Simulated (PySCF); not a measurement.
**SeN−: from the state search to spectroscopic constants**

Aim: find the lowest electronic state of SeN−, scan its bond at several levels of theory, and get bond length, wavenumber and dissociation energy from each curve.

Program: PySCF 2.14.0. Level of theory: Se aug-pcseg-1, N aug-pcseg-1, no relativity. These are calculated values, not measurements.

## 1. The job

A driver script around PySCF takes these settings:

```yaml
atoms: Se, N
charge: -1
basis: Se aug-pcseg-1, N aug-pcseg-1
Hamiltonian: no relativity
basis_functions: 59
electrons_treated: 42
masses_in_u: 79.9165, 14.0031
levels: PBE0, PBE, r²SCAN, PW91, BP86, M06-L, LC-ωPBE, HF, MP2, SCS-MP2
grid: 80 radial by 434 angular points
occupations: held fixed by the projection of orbital angular momentum
dissociation_limit: Se− + N, each in its ground configuration
starting_distance_in_angstrom: 1.870
values_of_2S_to_try: 0, 2, 4
```

Started as:

```bash
OMP_NUM_THREADS=1 python dia.py task.json out
```

Further steps of the session: First curve: PBE0; Other states along the same grid; PBE; r²SCAN; PW91 (GGA); BP86; M06-L (meta-GGA); LC-ωPBE (range-separated hybrid); ROHF (mean field).

What does the calculation give? Wanted: for each run, Re; ωe; De; μ.

**Answer**, as computed:

Lowest PBE0 solution found, without spin–orbit coupling: ³Σ⁻ (triplet), unpaired electrons π ↑↑. State 2 has its PBE0 minimum 0.35 eV higher, as a spin-mixed determinant (⟨S²⟩ = 1.01), so this is no gap between pure states. State 3 has its PBE0 minimum 1.27 eV higher. The other levels ran on the lowest alone.

| level | Re (Å) | ωe (cm⁻¹) | De (eV) | μ (D) |
| --- | --- | --- | --- | --- |
| ROHF | 1.833 | 654 | 0.450 | -1.12 |
| ROHF-MP2 | 1.744 | 718 | 2.51 | n/a |
| ROHF-SCS-MP2 | 1.760 | 691 | 2.41 | n/a |
| PBE | 1.786 | 722 | 3.83 | -2.53 |
| PW91 | 1.786 | 721 | 3.84 | -2.56 |
| BP86 | 1.791 | 715 | 3.82 | -2.52 |
| r²SCAN | 1.780 | 733 | 3.32 | -2.36 |
| M06-L | 1.776 | 742 | 3.46 | -2.57 |
| PBE0 | 1.769 | 752 | 3.26 | -2.38 |
| LC-ωPBE | 1.747 | 795 | 3.02 | -2.52 |

De is counted to Se− + N in their ground configurations. A positive dipole points from Se to N; in an ion it is taken about the centre of mass and does not tell which atom is negative.

Bond lengths run from 1.744 Å (ROHF-MP2) to 1.833 Å (ROHF). Of the levels with a De here, ROHF gives the least (0.450 eV) and PW91 the most (3.84 eV).

Correlated steps freeze 10 core orbitals. With some functionals the highest level of the anion is positive, from self-interaction error or because the anion is truly unbound there; the finite basis then holds the extra electron, and no neutral molecule was run to test the binding.
